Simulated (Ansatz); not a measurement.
# Ru (Ruthenium): the cost of one run

Program: Ansatz 0.2.0. Level of theory: DFT, PBEsol, plane-wave PAW, default files, scalar-relativistic. These are calculated values, not measurements.

## 1. The structure to begin with

It takes space group P6_3/mmc (No. 194, hexagonal). The conventional cell has a = 2.706 Å, b = 2.706 Å, c = 4.282 Å, α = 90.00°, β = 90.00°, γ = 120.00°. Ru (site symmetry -6m2) is surrounded by 12 Ru at 2.65 to 2.71 Å.

Structure file:

```
CELL_PARAMETERS angstrom
2.70580 0.00000 0.00000
-1.35290 2.34329 0.00000
0.00000 0.00000 4.28190
ATOMIC_POSITIONS crystal
Ru 0.33333 0.66667 0.25000
Ru 0.66667 0.33333 0.75000
```

The earlier run gave: no gap over 0.1 eV on the mesh, largest force 0.000 eV/Å, pressure 4.4 GPa.

Site by site (atoms counted from 1):

| site | atoms | first shell | V_zz (10²¹ V/m²) | η | C_Q (MHz) |
| --- | --- | --- | --- | --- | --- |
| Ru | 1, 2 | 12 Ru at 2.65–2.71 Å | -0.98 | 0.00 | -1.87 (⁹⁹Ru) |

C_Q = eQV_zz/h, which is 24.18 MHz for Q = 1 b and V_zz = 10²¹ V/m²; η = (V_xx − V_yy)/V_zz. Nuclear quadrupole moments: year-2017 set (Pyykkö).

## 2. Functional PBEsol at the relaxed positions

The input, input.yaml:

```yaml
crystal:
  lattice:
    - [2.7058, 0.0, 0.0]
    - [-1.3529, 2.3432915376, 0.0]
    - [0.0, 0.0, 4.2819]
  atoms:
    - { symbol: Ru, position: [0.3333333333, 0.6666666667, 0.25] }
    - { symbol: Ru, position: [0.6666666667, 0.3333333333, 0.75] }
kpoints:
  mp_grid: { grid: [20, 20, 11] }
scf:
  occupations: { method: fermi_dirac, width: 0.05 }
hamiltonian:
  xc: pbesol
  pseudopotentials: { kind: paw }
output:
  forces: true
  stress: true
  populations: true
  efg: { quadrupole_moments_barn: { Ru: 0.079 }, contact_densities: true }
  write_density: true
  write_potential: true
  elf: true
  volumetric_format: npy
```

The run is started by

```console
> ansatz run input.yaml --threads 1 --pin off --max-ram 3072MiB --backend cpu --events-out ev --progress --plain --runs-dir out
```

What time and memory should one allow on 1 thread of Intel Xeon 6975P-C (Granite Rapids), shared host?

About 4.8 s, with a peak of 0.49 GiB.
